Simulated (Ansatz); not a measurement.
# ClFH3NOZr: small, medium and large basis sets

The task here is to estimate one member of a computed series from the others.

Method: one geometry, several basis sets; program: Ansatz 0.2.0, Gaussian basis.

Levels to be run: PBE0-D4/def2-SVP; ωB97M-V/def2-SVP; PBE0-D4/def2-QZVPP; ωB97M-V/def2-QZVPP; the functionals' def2-TZVPP values are taken from earlier runs.

**The geometry**

An earlier PBE0-D4 in a triple-zeta def2 set relaxation fixed the geometry. Zr takes the def2 core potential; no spin-orbit term is included.

SMILES `[NH2][Zr]([OH])([F])[Cl]`, 8 atoms, charge 0, spin multiplicity 1.

Atoms are counted from 1 here; the program's logs count them from 0.

Bond lengths: N1–Zr2 2.014 Å, N1–H6 1.011 Å, N1–H7 1.012 Å, Zr2–O3 1.904 Å, Zr2–F4 1.909 Å, Zr2–Cl5 2.373 Å, O3–H8 0.953 Å. Angles: Zr2–N1–H6 125.7°, Zr2–N1–H7 125.2°, H6–N1–H7 109.0°, N1–Zr2–O3 106.2°, N1–Zr2–F4 108.4°, N1–Zr2–Cl5 109.7°, O3–Zr2–F4 114.1°, O3–Zr2–Cl5 111.0°, F4–Zr2–Cl5 107.5°, Zr2–O3–H8 164.5°.

As a file:

| atom | x (Å) | y (Å) | z (Å) |
| --- | --- | --- | --- |
| N1 | 1.1298 | 0.9434 | 0.3489 |
| Zr2 | -0.2795 | -0.2227 | -0.4938 |
| O3 | -1.0030 | -1.2835 | 0.9115 |
| F4 | 0.5349 | -1.2341 | -1.8927 |
| Cl5 | -1.9556 | 1.1367 | -1.4799 |
| H6 | 1.2616 | 1.0872 | 1.3405 |
| H7 | 1.8194 | 1.4833 | -0.1573 |
| H8 | -1.5075 | -1.9103 | 1.4228 |

Set-up of the first run:

Input file in.yaml:

```yaml
crystal:
  periodic: [false, false, false]
  atoms:
    - {symbol: N, position_ang: [1.129789, 0.943435, 0.348871]}
    - {symbol: Zr, position_ang: [-0.279512, -0.222744, -0.493792]}
    - {symbol: O, position_ang: [-1.002992, -1.283505, 0.911529]}
    - {symbol: F, position_ang: [0.534878, -1.234106, -1.892740]}
    - {symbol: Cl, position_ang: [-1.955620, 1.136737, -1.479913]}
    - {symbol: H, position_ang: [1.261564, 1.087172, 1.340546]}
    - {symbol: H, position_ang: [1.819402, 1.483339, -0.157298]}
    - {symbol: H, position_ang: [-1.507518, -1.910319, 1.422797]}
basis:
  gaussian: {orbitals: def2-SVP}
hamiltonian: {xc: pbe0, dispersion: d4}
output: {orbitals: {seedname: orbitals}}
```

On the command line:

```sh
$ ansatz run in.yaml --threads 4 --pin off --events-out ev --progress --plain --max-ram 10444MiB
```

Among the steps run: PBE0-D4 in def2-SVP; ωB97M-V in def2-SVP; PBE0-D4 in def2-QZVPP; ωB97M-V in def2-QZVPP.

One of the session's tables, all rows but one given; the rest of the session is left out.

It belongs to the step «Functionals by basis». 

```
functional       basis  HOMO (eV)
   PBE0-D4    def2-SVP      -7.72
   PBE0-D4  def2-TZVPP      -7.87
   PBE0-D4  def2-QZVPP      -7.90
   ωB97M-V    def2-SVP          ?
   ωB97M-V  def2-TZVPP     -10.20
   ωB97M-V  def2-QZVPP     -10.23
```

**Question.** Estimate the row for ωB97M-V, def2-SVP.

The run gave: HOMO (eV): -10.02. In the column «HOMO (eV)» it lies between ωB97M-V, def2-TZVPP (-10.20) and PBE0-D4, def2-QZVPP (-7.90).
